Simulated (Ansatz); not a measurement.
**C2HF2Ge (SMILES C#[C][Ge]([F])[F]): UPBE-QIDH/6-31G(d) (spherical functions)**

Aim: the electronic atomisation energy of C2HF2Ge at UPBE-QIDH/6-31G* (spherical functions), from 5 runs. 

The results are computed with Ansatz 0.2.0.

69 further runs of the same task are left out: 69 set aside as unsound or not needed.

## Step 1: The molecule

The species is C2HF2Ge (6 atoms), meant as a doublet with charge 0. As SMILES, `C#[C][Ge]([F])[F]`. The shape is that of a PBE0-D4/def2-TZVP optimisation.

Bond lengths: C1–C2 1.206 Å, C2–Ge3 1.892 Å, Ge3–F4 1.728 Å, Ge3–F5 1.728 Å, C1–H6 1.067 Å. Angles: C1–C2–Ge3 171.1°, C2–Ge3–F4 108.5°, C2–Ge3–F5 108.5°, F4–Ge3–F5 104.7°, C2–C1–H6 178.2°.

## Step 2: The energy at UPBE-QIDH/6-31G(d) (spherical functions)

Contents of in.yaml:

```yaml
crystal:
  periodic: [false, false, false]
  atoms:
    - {symbol: C, position_ang: [-0.190100, 0.518400, 1.692900]}
    - {symbol: C, position_ang: [-0.131400, 0.204200, 0.530300]}
    - {symbol: Ge, position_ang: [-0.289600, -0.139700, -1.323100]}
    - {symbol: F, position_ang: [-0.276600, -1.850600, -1.565100]}
    - {symbol: F, position_ang: [1.142900, 0.424100, -2.108200]}
    - {symbol: H, position_ang: [-0.213200, 0.779700, 2.727000]}
basis:
  gaussian: {orbitals: 6-31G_st_-spherical.json}
magnetization: {spin_polarized: true, initial_magnetization: 1}
hamiltonian: {xc: {name: PBE-QIDH}}
correlation: {frozen_orbitals: {C: 1, F: 1, Ge: 9, H: 0}}
accuracy: high
output: {orbitals: {seedname: orbitals}}
```

The basis set 6-31G* is read from a file made from the Basis Set Exchange's data (not shown).

Launch:

```
ansatz run in.yaml --threads 1 --pin off --max-ram 3480MiB --events-out events.jsonl --progress --plain --runs-dir runs
```

The log of the run:

```text
Warning: RAYON_NUM_THREADS=1 ignored (pool sized by the plan → 1); use --threads N
Functional definition: PBE-QIDH
  name "PBE-QIDH"
  parameter a = 3^(-1/3)
  parameter c = 1/3
  exchange = (1 - a)*pbe_x + a*exact_x
  correlation = (1 - c)*pbe_c + c*(mp2_os + mp2_ss)
1871 factors; integrals over basis functions are off by at most 9.0e-9 eV
mean field evaluation 1: about -63993.9403 eV, gradient 3.0e1 eV
mean field evaluation 2: about -63994.0056 eV, gradient 3.0e1 eV
mean field evaluation 4: about -63997.7684 eV, gradient 2.7e0 eV
mean field evaluation 8: about -63997.8260 eV, gradient 2.1e-1 eV
mean field evaluation 16: about -63997.8268 eV, gradient 4.9e-3 eV
mean field evaluation 32: about -63997.8268 eV, gradient 2.5e-6 eV
mean field -63997.82677258 eV, -2351.8767546072 hartree, gradient 6.6e-8 eV, S^2 0.755121; 2 other end points of the search recorded, 0 dependent functions left out
13 core orbitals not correlated: weight in the atoms' cores, before any rotation towards them, 1.000 or more for the frozen orbitals, at most 0.000 for the correlated occupied ones
reference -63997.82677371 eV, -2351.8767546489 hartree; 19, 18 occupied and 58, 59 virtual orbitals, 1871 factors
second order -25.37463954 eV of doubles, -0.00000000 eV of singles
Total energy: -64006.28498689 eV, -2352.1875882501 hartree
```

Run time: 23 s. Hardware: 1 thread of Arm Neoverse V2, shared host; peak memory 0.47 GiB.

## Step 3: The C atom at the same level

Contents of input.yaml:

```yaml
crystal:
  periodic: [false, false, false]
  atoms:
    - {symbol: C, position_ang: [0.000000, 0.000000, 0.000000]}
basis:
  gaussian:
    orbitals: 6-31G_st_-spherical.json
magnetization:
  spin_polarized: true
  initial_magnetization: 2
hamiltonian:
  xc: {name: PBE-QIDH}
correlation:
  frozen_orbitals: {C: 1}
accuracy: high
```

The basis set 6-31G* is read from a file made from the Basis Set Exchange's data (not shown).

Run the same way, it converges to -37.78314 Eh (log not shown).

## Step 4: The F atom at the same level

Contents of molecule.yaml:

```yaml
crystal:
  periodic: [false, false, false]
  atoms:
    - symbol: F
      position_ang: [0.000000, 0.000000, 0.000000]
basis:
  gaussian:
    orbitals: 6-31G_st_-spherical.json
magnetization:
  spin_polarized: true
  initial_magnetization: 1
hamiltonian:
  xc: {name: PBE-QIDH}
correlation:
  frozen_orbitals: {F: 1}
accuracy: high
```

The basis set 6-31G* is read from a file made from the Basis Set Exchange's data (not shown).

Run the same way, it converges to -99.59009 Eh (log not shown).

## Step 5: The Ge atom, same level

Contents of in.yaml:

```yaml
crystal:
  periodic: [false, false, false]
  atoms:
    - symbol: Ge
      position_ang: [0.000000, 0.000000, 0.000000]
basis:
  gaussian:
    orbitals: 6-31G_st_-spherical.json
correlation:
  frozen_orbitals: {Ge: 9}
magnetization:
  spin_polarized: true
  initial_magnetization: 2
accuracy: high
hamiltonian:
  xc: {name: PBE-QIDH}
```

The basis set 6-31G* is read from a file made from the Basis Set Exchange's data (not shown).

Run the same way, it converges to -2076.04650 Eh (log not shown).

## Step 6: The H atom

Contents of run.yaml:

```yaml
crystal:
  periodic: [false, false, false]
  atoms:
    - {symbol: H, position_ang: [0.000000, 0.000000, 0.000000]}
basis:
  gaussian:
    orbitals: "6-31G*"
magnetization:
  spin_polarized: true
  initial_magnetization: 1
hamiltonian:
  xc: {name: PBE-QIDH}
correlation:
  frozen_orbitals: {H: 0}
accuracy: high
```

Run the same way, it converges to -0.50012 Eh (log not shown).

## Step 7: Outcome

Level: UPBE-QIDH/6-31G* (spherical functions), 13 core orbitals frozen.

```
                                                          quantity           value
                                            molecule: total energy  -2352.18759 Eh
molecule: HOMO energy (SCF part's orbitals) (highest over α and β)        -9.59 eV
 molecule: LUMO energy (SCF part's orbitals) (lowest over α and β)        -1.83 eV
                                                    molecule: ⟨S²⟩           0.755
                                              C atom: total energy    -37.78314 Eh
                                                      C atom: ⟨S²⟩           2.003
                                              F atom: total energy    -99.59009 Eh
                                                      F atom: ⟨S²⟩           0.752
                                             Ge atom: total energy  -2076.04650 Eh
                                                     Ge atom: ⟨S²⟩           2.005
                                              H atom: total energy     -0.50012 Eh
                                                      H atom: ⟨S²⟩           0.750
                                     electronic atomisation energy       24.340 eV
```

What this shows: Taking the molecule apart into free atoms costs 24.34 eV (2348 kJ/mol), before zero-point energy and without spin-orbit coupling.
